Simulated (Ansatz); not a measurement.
RbSr3, space group Fm-3m, a check of PAW against all-electron LAPW

With the Ansatz DFT code, driven from Python.

Notebook, run cell by cell (the value of a cell's last expression is shown):

**Cell 1**
```python
import ansatz as az
import numpy as np
```

**Cell 2**
```python
OCCUPATIONS = 'fermi_dirac'
FUNCTIONAL = 'pbesol'
KSPACING = 0.29
TOLERANCE = 1e-09
```

**Cell 3**
```python
def count_gap(report):
    # lowest empty less highest filled band, counting bands; zero where they overlap
    return max(report.get('gap_by_band_count_ev') or 0.0, 0.0)
```

**Cell 4**
```python
cell = (
    az.Lattice.of([0.0, 4.967507, 4.967507], [4.967507, 0.0, 4.967507], [4.967507, 4.967507, 0.0])
    .atom('Rb', [0.0, 0.0, 0.0])
    .atom('Sr', [0.25, 0.25, 0.25])
    .atom('Sr', [0.75, 0.75, 0.75])
    .atom('Sr', [0.5, 0.5, 0.5])
)
```

**Cell 5**
```python
cell.resolved().tree()['lattice']
```
Output:
```text
((0.0, 4.967507, 4.967507), (4.967507, 0.0, 4.967507), (4.967507, 4.967507, 0.0))
```

**Cell 6**
```python
calc = (
    cell.calculation()
    .occupations(OCCUPATIONS)
    .functional(FUNCTIONAL)
    .kpoints(spacing=KSPACING)
    .scf(tolerance=TOLERANCE)
    .stress()
    .forces()
    .band_table()
)
variants = {
    'PAW': calc.pseudopotentials('paw'),
    'LAPW': calc.pseudopotentials('all_electron', lapw=True),
}
rows = []
for label, variant in variants.items():
    rep = variant.run().report
    levels = np.array(rep['eigenvalues_ev'][0]) - rep['fermi_energy_ev']
    print(label, 'levels at the first k-point near E_F:', np.round(levels[np.abs(levels) < 5], 3))
    rows.append((label, rep['n_electrons'], np.trace(rep['stress_gpa']) / 3, count_gap(rep)))
print('     treatment  electrons in bands           P GPa  gap by band count eV')
for row in rows:
    print(f'{str(row[0]):>14s}  {row[1]:18.1f}  {row[2]:14.3f}  {row[3]:20.3f}')
```
Output:
```text
DeckWarning: basis.ecutwfc = 420 eV, auto-derived from the records' recommended cutoffs: set by Rb (normal level)
DeckWarning: output.stress: scf.convergence.dr2_threshold = 1e-9 eV is looser than the 4e-10 eV advised for a printed stress (1e-10 eV for each atom of the cell: 4). What an SCF threshold leaves in a stress goes as its square root, and in the free energy as the threshold itself, and one threshold admits the most on a [...]
PAW levels at the first k-point near E_F: [-3.305  0.121  0.121  0.476  0.476  0.476  0.495  0.495  0.495  2.288
  2.512  2.512]
LAPW levels at the first k-point near E_F: [-3.305  0.121  0.121  0.476  0.476  0.476  0.495  0.495  0.495  2.288
  2.512  2.512]
     treatment  electrons in bands           P GPa  gap by band count eV
           PAW                39.0          -0.567                 0.000
          LAPW                79.0          -0.567                 0.000
```

PAW gives -0.567 GPa and LAPW -0.567 GPa, 0.000 GPa apart. They took 1.8 and 4.8 s of processor time.

Notes:
- The computed bands are complete only to about 1.6 eV above the Fermi level.
- For a metal this k-point mesh is coarse: on a finer one energies can move by several to tens of meV an atom and pressures by half a GPa or more, differences at one mesh by less.
- A gap by band count of zero or less means overlapping bands, a metal, and at an odd count of electrons it is no gap at all.
- This cell is a computed structure, which may not be the phase found in nature.
- Gaps and levels are Kohn-Sham values on a finite set of k-points, without spin-orbit coupling.
- Warnings are shown shortened and without file and line.
- Pressure is positive in compression; the treatments may keep other shells as core, so totals and counts of electrons can differ.
- Wall time of the script: 7.1 s on 1 thread of Intel(R) Xeon(R) 6975P-C (Granite Rapids), on a shared host, peak memory 0.53 GiB.
